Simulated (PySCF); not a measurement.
# C2H8GaN (SMILES [CH3][Ga]([CH3])[NH2]): levels of theory compared

Wanted: a comparison of 6 runs (BHLYP/cc-pVDZ, M06-L/cc-pVDZ, PBE0/cc-pVDZ, TPSS/cc-pVDZ, r2SCAN/cc-pVDZ, revPBE/cc-pVDZ) of C2H8GaN. Input form: a Python script.

The results are computed with PySCF 2.14.0.

**1. The structure to begin with**

The species is C2H8GaN (12 atoms), meant as a singlet with charge 0. As SMILES, `[CH3][Ga]([CH3])[NH2]`. Geometry: relaxed at PBE0-D4/def2-TZVP.

Bond lengths: C1–Ga2 1.967 Å, Ga2–C3 1.967 Å, Ga2–N4 1.824 Å, C1–H5 1.091 Å, C1–H6 1.093 Å, C1–H7 1.093 Å, C3–H8 1.093 Å, C3–H9 1.091 Å, C3–H10 1.093 Å, N4–H11 1.006 Å, N4–H12 1.006 Å. Some angles: C1–Ga2–C3 126.1°, C1–Ga2–N4 117.0°, C3–Ga2–N4 117.0°, Ga2–C1–H5 111.8°, Ga2–C1–H6 110.6°, Ga2–C1–H7 110.6°, Ga2–C3–H8 110.6°, Ga2–C3–H9 111.7°, Ga2–C3–H10 110.6°, Ga2–N4–H11 124.2°.

**2. The energy at BHLYP/cc-pVDZ (run 1)**

Input file input.py:

```python
from pyscf import gto, dft

mol = gto.Mole()
mol.atom = '''
C       -0.496600       1.795100      -0.383100
Ga      -0.078800      -0.097900      -0.052000
C        1.442300      -0.783000       0.989400
N       -1.206800      -1.333200      -0.779100
H       -1.389900       1.910300      -0.999000
H       -0.659300       2.323300       0.559900
H        0.336100       2.290100      -0.889200
H        1.414300      -0.397200       2.011600
H        1.443400      -1.873300       1.034100
H        2.387700      -0.456700       0.548400
H       -2.017200      -1.104900      -1.329400
H       -1.098200      -2.328000      -0.677500
'''
mol.charge = 0
mol.max_memory = 1860
mol.spin = 0
mol.verbose = 3
mol.basis = 'cc-pvdz'
mol.build()

ks = dft.RKS(mol)
ks.xc = 'bhandhlyp'
ks.grids.level = 5
ks.conv_tol = 1e-10
ks.kernel()
if not ks.converged:
    ks = ks.newton().run(ks.mo_coeff, ks.mo_occ)

energy = ks.e_tot
print(f'total energy: {energy:.8f} hartree')
```

Command:

```console
OMP_NUM_THREADS=1 python input.py
```

What it wrote:

```text
converged SCF energy = -2060.51240191291
total energy: -2060.51240191 hartree
```

It took 30 s on 1 thread of Intel Xeon at 2.70GHz, shared host; peak memory 0.59 GiB.

**3. The energy at M06-L/cc-pVDZ (run 2)**

Input file input.py:

```python
from pyscf import gto, dft

mol = gto.Mole()
mol.atom = '''
C     -0.496600     1.795100    -0.383100
Ga    -0.078800    -0.097900    -0.052000
C      1.442300    -0.783000     0.989400
N     -1.206800    -1.333200    -0.779100
H     -1.389900     1.910300    -0.999000
H     -0.659300     2.323300     0.559900
H      0.336100     2.290100    -0.889200
H      1.414300    -0.397200     2.011600
H      1.443400    -1.873300     1.034100
H      2.387700    -0.456700     0.548400
H     -2.017200    -1.104900    -1.329400
H     -1.098200    -2.328000    -0.677500
'''
mol.verbose = 3
mol.basis = 'cc-pvdz'
mol.max_memory = 1860
mol.spin = 0
mol.charge = 0
mol.build()

calc0 = dft.RKS(mol)
calc0.xc = 'm06-l'
calc0.conv_tol = 1e-10
calc0.grids.level = 5
calc0.kernel()
if not calc0.converged:
    calc0 = calc0.newton().run(calc0.mo_coeff, calc0.mo_occ)

e_tot = calc0.e_tot
print('E(%s) = %.9f' % ('M06-L', e_tot))
```

Command:

```console
OMP_NUM_THREADS=1 python input.py
```

What it wrote:

```text
converged SCF energy = -2060.55625721826
E(M06-L) = -2060.556257218
```

It took 56 s on 1 thread of Intel Xeon at 2.70GHz, shared host; peak memory 0.61 GiB.

Runs 3 to 4 aren't shown in full; the table further down has their settings and results.

**4. A single-point energy at r2SCAN/cc-pVDZ (run 5)**

Input file calc.py:

```python
from pyscf import gto, dft

mol = gto.Mole()
mol.atom = [
    ('C', (-0.496600, 1.795100, -0.383100)),
    ('Ga', (-0.078800, -0.097900, -0.052000)),
    ('C', (1.442300, -0.783000, 0.989400)),
    ('N', (-1.206800, -1.333200, -0.779100)),
    ('H', (-1.389900, 1.910300, -0.999000)),
    ('H', (-0.659300, 2.323300, 0.559900)),
    ('H', (0.336100, 2.290100, -0.889200)),
    ('H', (1.414300, -0.397200, 2.011600)),
    ('H', (1.443400, -1.873300, 1.034100)),
    ('H', (2.387700, -0.456700, 0.548400)),
    ('H', (-2.017200, -1.104900, -1.329400)),
    ('H', (-1.098200, -2.328000, -0.677500)),
]
mol.verbose = 4
mol.basis = 'cc-pvdz'
mol.charge = 0
mol.max_memory = 1860
mol.build()

mf = dft.RKS(mol, xc='r2scan')
mf.grids.level = 5
mf.conv_tol = 1e-10
mf.kernel()
if not mf.converged:
    mf = mf.newton().run(mf.mo_coeff, mf.mo_occ)

e_tot = mf.e_tot
print('Final energy', e_tot)
```

Command:

```console
OMP_NUM_THREADS=1 python calc.py
```

What it wrote:

```text
PySCF version 2.14.0

[... 83 lines left out ...]
converged SCF energy = -2060.53142643585
Final energy -2060.531426435847
```

It took 56 s on 1 thread of Intel Xeon at 2.70GHz, shared host; peak memory 0.61 GiB.

**5. The energy at revPBE/cc-pVDZ (run 6)**

Input file calc.py:

```python
from pyscf import gto, dft

system = gto.Mole()
system.atom = '''
C     -0.496600     1.795100    -0.383100
Ga    -0.078800    -0.097900    -0.052000
C      1.442300    -0.783000     0.989400
N     -1.206800    -1.333200    -0.779100
H     -1.389900     1.910300    -0.999000
H     -0.659300     2.323300     0.559900
H      0.336100     2.290100    -0.889200
H      1.414300    -0.397200     2.011600
H      1.443400    -1.873300     1.034100
H      2.387700    -0.456700     0.548400
H     -2.017200    -1.104900    -1.329400
H     -1.098200    -2.328000    -0.677500
'''
system.basis = 'cc-pvdz'
system.max_memory = 1860
system.charge = 0
system.verbose = 4
system.build()

mf = dft.RKS(system)
mf.xc = 'revpbe'
mf.conv_tol = 1e-10
mf.grids.level = 5
mf.kernel()
if not mf.converged:
    mf = mf.newton().run(mf.mo_coeff, mf.mo_occ)

e_tot = mf.e_tot
print('E = %.10f Eh' % e_tot)
```

Command:

```console
OMP_NUM_THREADS=1 python calc.py
```

What it wrote:

```text
PySCF version 2.14.0

[... 84 lines left out ...]
converged SCF energy = -2060.43928628653
E = -2060.4392862865 Eh
```

Run time: 40 s. Hardware: 1 thread of Intel Xeon at 2.70GHz, shared host; peak memory 0.59 GiB.

**6. All runs side by side**

| run | level | energy (Eh) | dipole moment (D) | HOMO energy (eV) | LUMO energy (eV) | wall time |
| --- | --- | --- | --- | --- | --- | --- |
| 1 | BHLYP/cc-pVDZ | -2060.512402 | 0.38 | -8.05 | 1.13 | 30 s |
| 2 | M06-L/cc-pVDZ | -2060.556257 | 0.45 | -5.56 | 0.02 | 56 s |
| 3 | PBE0/cc-pVDZ | -2060.209386 | 0.46 | -6.76 | 0.38 | 34 s |
| 4 | TPSS/cc-pVDZ | -2060.642998 | 0.58 | -5.47 | -0.29 | 58 s |
| 5 | r2SCAN/cc-pVDZ | -2060.531426 | 0.51 | -5.68 | -0.14 | 56 s |
| 6 | revPBE/cc-pVDZ | -2060.439286 | 0.58 | -5.34 | -0.31 | 40 s |

**7. Results**

| quantity | value |
| --- | --- |
| run 6: total energy | -2060.43929 Eh |
| run 6: dipole moment | 0.58 D |
| run 6: HOMO energy | -5.34 eV |
| run 6: LUMO energy | -0.31 eV |
| run 6: HOMO–LUMO gap | 5.03 eV |

What this shows: The dipole moment (its size) runs from 0.38 D (BHLYP/cc-pVDZ) to 0.58 D (TPSS/cc-pVDZ). The HOMO–LUMO gap runs from 5.03 eV (revPBE/cc-pVDZ) to 9.18 eV (BHLYP/cc-pVDZ). Totals of different functionals can't be ranked against each other. All runs together took 4.5 min, the longest 58 s.
